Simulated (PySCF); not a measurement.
# C3H9NSi: the cost of one run

Programs: PySCF 2.14.0, with density-fitted response routines of our own. Each step states its level of theory. These are calculated values for one molecule in the gas phase, unless marked as measured. Atoms count from 0, in the outputs and in this text.

### 1 The starting structure

14 atoms, charge 0, multiplicity 1; geometry from: GFN2-xTB. The atoms were then displaced at random by about 0.01 Å, so the start is not that level's minimum.

Bonds of the start (Å): Si0–N1 1.72, N1–C2 1.44, C2–C3 1.47, C3–C4 1.49, C4–C2 1.48, Si0–H5 1.43, Si0–H6 1.47, Si0–H7 1.50, N1–H8 1.01, C2–H9 1.10, C3–H10 1.12, C3–H11 1.06, C4–H12 1.07, C4–H13 1.10.

### 2 Geometry optimisation at PBE0-D3(BJ)/def2-SVP

Job settings and geometry (Å):

```
{"job": {"xc": "PBE0", "basis": "def2-SVP", "d3": "d3bj", "grid": 1, "shake": 0.01, "kind": "geom"}, "charge": 0, "multiplicity": 1}
Si     1.898250     0.450960    -0.073560
N      0.828110    -0.176990     1.121840
C     -0.608850    -0.163620     1.103920
C     -1.341390    -0.918390     0.072130
C     -1.355640     0.573400     0.055440
H      3.208110     0.135120     0.403220
H      1.702500    -0.077550    -1.431070
H      1.673290     1.928740    -0.134290
H      1.182580    -0.943710     1.684550
H     -1.008380    -0.154200     2.127210
H     -2.287480    -1.430950     0.385100
H     -0.811430    -1.430190    -0.687910
H     -0.826860     1.078370    -0.728540
H     -2.259970     1.113950     0.374230
```

Command:

```console
$ OMP_NUM_THREADS=1 python probes_run.py task.json out
```

This one command runs all jobs of the session in turn.

Q: Estimate the wall time and peak memory of this first job on 1 thread of Arm Neoverse V1, shared host.

About 91 s, with a peak of 0.5 GiB.
